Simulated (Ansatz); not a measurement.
# ClH₄N₂Sb, SMILES [NH2][Sb]([NH2])[Cl]: an atomisation energy

Computed with Ansatz 0.2.0, Python API.

Input file `clh4n2sb.xyz`:
```text
8

N    -0.30130    1.45400   -0.20040
Sb    0.53350   -0.28280   -0.86640
N     0.13270   -1.20590    0.95890
Cl   -1.47220   -1.06000   -1.76940
H    -0.45510    2.10040   -1.07180
H     0.34340    1.98400    0.41080
H     0.90530   -0.84000    1.64660
H     0.40590   -2.20670    0.83580
```

Notebook, run cell by cell (the value of a cell's last expression is shown):

**Cell 1**
```python
from collections import Counter

import ansatz as az
```

**Cell 2**
```python
def energy_of(molecule, charge=0, unpaired=0):
    calc = (
        molecule.calculation()
        .basis(gaussian="def2-SVP")
        .functional("B3LYP", dispersion="d4")
    )
    if charge:
        calc = calc.charge(charge)
    if unpaired:
        calc = calc.spin("collinear", total=unpaired)
    return calc.run().report["free_energy_ev"]
```

**Cell 3**
```python
clh4n2sb = az.Crystal.molecule_from_extxyz("clh4n2sb.xyz")

# unpaired electrons of the ground-state atoms
unpaired = {"N": 3, "Sb": 3, "Cl": 1, "H": 1}
counts = Counter(site.symbol for site in clh4n2sb.cartesian_sites)
atom_energy = {s: energy_of(az.Crystal.molecule().atom(s, (0, 0, 0)), 0, unpaired[s]) for s in counts}
whole = energy_of(clh4n2sb, 0, 0)
for s, e in atom_energy.items():
    print(f"{s:2s} x{counts[s]}  {e:14.5f} eV")
print(f"ClH4N2Sb: {whole:.5f} eV")
split = sum(counts[s] * e for s, e in atom_energy.items()) - whole
print(f"atomisation energy (no zero-point term): {23.060548 * split:.1f} kcal/mol, {split / sum(counts.values()):.3f} eV an atom")
```
Output:
```text
N  x2     -1484.04864 eV
Sb x1     -6538.57357 eV
Cl x1    -12517.40107 eV
H  x4       -13.63995 eV
ClH4N2Sb: -22102.56948 eV
atomisation energy (no zero-point term): 552.0 kcal/mol, 2.992 eV an atom
```

552.0 kcal/mol from the electronic energies, without the zero-point term.

Notes:
- These settings explore the input space; basis and method may be short of convergence.
- The geometry is a force-field or estimated start, not a minimum of this method, and the basis set is short of its limit. All parts are taken at fixed geometry, without zero-point energy.
- def2 sets replace the cores of elements past krypton by effective core potentials.
- b3lyp holds the VWN-RPA fit, as in Gaussian; the form of ORCA and Turbomole is b3lyp5.
- The spin-orbit lowering of heavy atoms is left out.
- Finished in 2.7 s on 1 thread of Intel(R) Xeon(R) Processor @ 2.30GHz, with other jobs on the host, peak memory 0.29 GiB.
